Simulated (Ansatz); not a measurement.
# quartet CaCl at 5 levels

Aim: a comparison of 5 runs (UB2PLYP/cc-pVTZ, UBHLYP/cc-pVTZ, UPBE/cc-pVTZ, UCCSD/cc-pVTZ, UCCSD(T)/cc-pVTZ) of quartet CaCl. 

The results are computed with Ansatz 0.2.0.

36 further runs of the same task are left out: 10 that didn't finish, 26 set aside as unsound or not needed.

## Step 1: Starting point

CaCl: 2 atoms, total charge 0, spin state quartet. SMILES of the parent species: `[Cl][Ca]`. The coordinates come from a PBE0-D4/def2-TZVP relaxation. That shape belongs to the parent species and isn't relaxed for this state.

Bond lengths: Cl1–Ca2 2.430 Å.

## Step 2: A single-point energy at UB2PLYP/cc-pVTZ (run 1)

in.yaml reads:

```yaml
basis:
  gaussian: {orbitals: cc-pVTZ}
crystal:
  periodic: [false, false, false]
  atoms:
    - {symbol: Cl, position_ang: [-0.000000, 0.000000, -0.032760]}
    - {symbol: Ca, position_ang: [0.000000, -0.000000, 2.397140]}
hamiltonian: {xc: {name: B2PLYP}}
output: {orbitals: {seedname: orbitals}}
magnetization: {spin_polarized: true, initial_magnetization: 3}
accuracy: high
correlation: {frozen_orbitals: {Ca: 5, Cl: 5}}
```

The run is started by

```console
$ ansatz run in.yaml --threads 1 --pin off --max-ram 3480MiB --events-out events.jsonl --progress --plain --runs-dir runs
```

What it wrote:

```text
Warning: RAYON_NUM_THREADS=1 ignored (pool sized by the plan → 1); use --threads N
Functional definition: B2PLYP
  name "B2PLYP"
  parameter a = 0.53
  parameter c = 0.27
  exchange = (1 - a)*b88_x + a*exact_x
  correlation = (1 - c)*lyp_c + c*(mp2_os + mp2_ss)
1006 factors; integrals over basis functions are off by at most 3.1e-9 eV
mean field evaluation 1: about -30945.4766 eV, gradient 6.3e0 eV
mean field evaluation 2: about -30945.6268 eV, gradient 6.3e0 eV
mean field evaluation 4: about -30946.1379 eV, gradient 1.0e0 eV
mean field evaluation 8: about -30946.1573 eV, gradient 5.0e-2 eV
mean field evaluation 16: about -30946.1575 eV, gradient 9.3e-4 eV
mean field evaluation 32: about -30946.1575 eV, gradient 1.7e-6 eV
mean field evaluation 64: about -30946.0151 eV, gradient 2.8e0 eV
mean field -30946.15754257 eV, -1137.2503136303 hartree, gradient 3.5e-8 eV, S^2 3.755284; 6 other end points of the search recorded, 0 dependent functions left out
10 core orbitals not correlated: weight in the atoms' cores, before any rotation towards them, 1.000 or more for the frozen orbitals, at most 0.000 for the correlated occupied ones
reference -30946.15757276 eV, -1137.2503147399 hartree; 10, 7 occupied and 57, 60 virtual orbitals, 1006 factors
second order -10.74817441 eV of doubles, -0.00000000 eV of singles
Total energy: -30949.05957985 eV, -1137.3569615334 hartree
```

Wall time 32 s (1 thread of Arm Neoverse V1, shared host); peak memory 0.27 GiB.

## Step 3: A single-point energy at UBHLYP/cc-pVTZ (run 2)

run.yaml reads:

```yaml
basis:
  gaussian:
    orbitals: cc-pVTZ
crystal:
  periodic: [false, false, false]
  atoms:
    - {symbol: Cl, position_ang: [-0.000000, 0.000000, -0.032760]}
    - {symbol: Ca, position_ang: [0.000000, -0.000000, 2.397140]}
magnetization:
  spin_polarized: true
  initial_magnetization: 3
hamiltonian:
  xc: {name: BHLYP}
accuracy: high
output: {orbitals: {seedname: orbitals}}
```

The run is started by

```console
$ ansatz run run.yaml --threads 1 --pin off --max-ram 3480MiB --events-out events.jsonl --progress --plain --runs-dir runs
```

What it wrote:

```text
Warning: RAYON_NUM_THREADS=1 ignored (pool sized by the plan → 1); use --threads N
Functional definition: BHLYP
  name "BHLYP"
  parameter a = 0.5
[... 1 set-up line as earlier in the session ...]
  correlation = lyp_c
1006 factors; integrals over basis functions are off by at most 3.1e-9 eV
mean field evaluation 1: about -30956.1612 eV, gradient 5.9e0 eV
mean field evaluation 2: about -30956.5573 eV, gradient 2.5e0 eV
mean field evaluation 4: about -30956.5986 eV, gradient 9.3e-1 eV
mean field evaluation 8: about -30957.1981 eV, gradient 2.6e-1 eV
mean field evaluation 16: about -30957.2018 eV, gradient 6.0e-3 eV
mean field evaluation 32: about -30957.2018 eV, gradient 6.5e-6 eV
mean field evaluation 64: about -30957.0946 eV, gradient 8.4e-1 eV
mean field -30957.20182230 eV, -1137.6561834244 hartree, gradient 7.0e-9 eV, S^2 3.754634; 3 other end points of the search recorded, 0 dependent functions left out
reference -30957.20185385 eV, -1137.6561845840 hartree; 20, 17 occupied and 57, 60 virtual orbitals, 1006 factors
Total energy: -30957.20185385 eV, -1137.6561845840 hartree
```

Wall time 33 s (1 thread of Arm Neoverse V1, shared host); peak memory 0.28 GiB.

Runs 3 to 4 aren't shown in full; the table further down has their settings and results.

## Step 4: The energy at UCCSD(T)/cc-pVTZ (run 5)

molecule.yaml reads:

```yaml
crystal:
  periodic: [false, false, false]
  atoms:
    - {symbol: Cl, position_ang: [-0.000000, 0.000000, -0.032760]}
    - {symbol: Ca, position_ang: [0.000000, -0.000000, 2.397140]}
basis:
  gaussian:
    orbitals: cc-pVTZ
magnetization:
  spin_polarized: true
  initial_magnetization: 3
correlation:
  method: ccsd_t
  frozen_orbitals: {Ca: 5, Cl: 5}
accuracy: high
scf:
  omitted_lower_state_checks: [cluster_reference, increment]
```

The run is started by

```console
$ ansatz run molecule.yaml --threads 1 --pin off --max-ram 3480MiB --events-out events.jsonl --progress --plain --runs-dir runs
```

What it wrote, cut to the lines that bear on the results:

```text
Warning: RAYON_NUM_THREADS=1 ignored (pool sized by the plan → 1); use --threads N
Functional definition: HF
  name "HF"
[...]
1006 factors; integrals over basis functions are off by at most 3.1e-9 eV
[...]
mean field -30916.91795252 eV, -1136.1757785156 hartree, gradient 3.0e-8 eV, S^2 3.759677; 17 other end points of the search recorded, 0 dependent functions left out
10 core orbitals not correlated: weight in the atoms' cores, before any rotation towards them, 1.000 or more for the frozen orbitals, at most 0.000 for the correlated occupied ones
reference -30916.91795252 eV, -1136.1757785156 hartree; 10, 7 occupied and 57, 60 virtual orbitals, 1006 factors
second order -8.81642023 eV of doubles, -0.00000000 eV of singles
cycle   1  -9.61467703 eV  change   -8.0e-1 eV  update   5.9e-2
[...]
cycle  30  -9.84969211 eV  change   1.8e-10 eV  update   1.8e-9
perturbative correction -0.23953565 eV, -0.0088027727 hartree
Total energy: -30927.00718028 eV, -1136.5465507968 hartree
Checks for a lower state left out: cluster_reference, increment
```

Wall time 21 s (1 thread of Arm Neoverse V1, shared host); peak memory 0.43 GiB.

## Step 5: The series

| run | level | frozen core orbitals | energy (Eh) | HOMO energy (eV) | ⟨S²⟩ | wall time |
| --- | --- | --- | --- | --- | --- | --- |
| 1 | UB2PLYP/cc-pVTZ | 10 | -1137.356962 | -2.96 | 3.755 | 32 s |
| 2 | UBHLYP/cc-pVTZ | – | -1137.656185 | -2.90 | 3.755 | 33 s |
| 3 | UPBE/cc-pVTZ | – | -1137.232078 | -1.69 | 3.753 | 1.8 min |
| 4 | UCCSD/cc-pVTZ | 10 | -1136.537748 | – | 3.760 | 18 s |
| 5 | UCCSD(T)/cc-pVTZ | 10 | -1136.546551 | – | 3.760 | 21 s |

## Step 6: What came out

| quantity | value |
| --- | --- |
| run 5: total energy | -1136.54655 Eh |
| run 5: correlation energy (10 core orbitals frozen) | -370.8 mEh |
| run 5: (T) correction | -8.80 mEh |
| run 5: ⟨S²⟩ of the reference determinant | 3.760 |
| run 5: T1 diagnostic | 0.014 |

**Reading.** Totals of different functionals can't be ranked against each other. All runs together took 3.6 min, the longest 1.8 min.
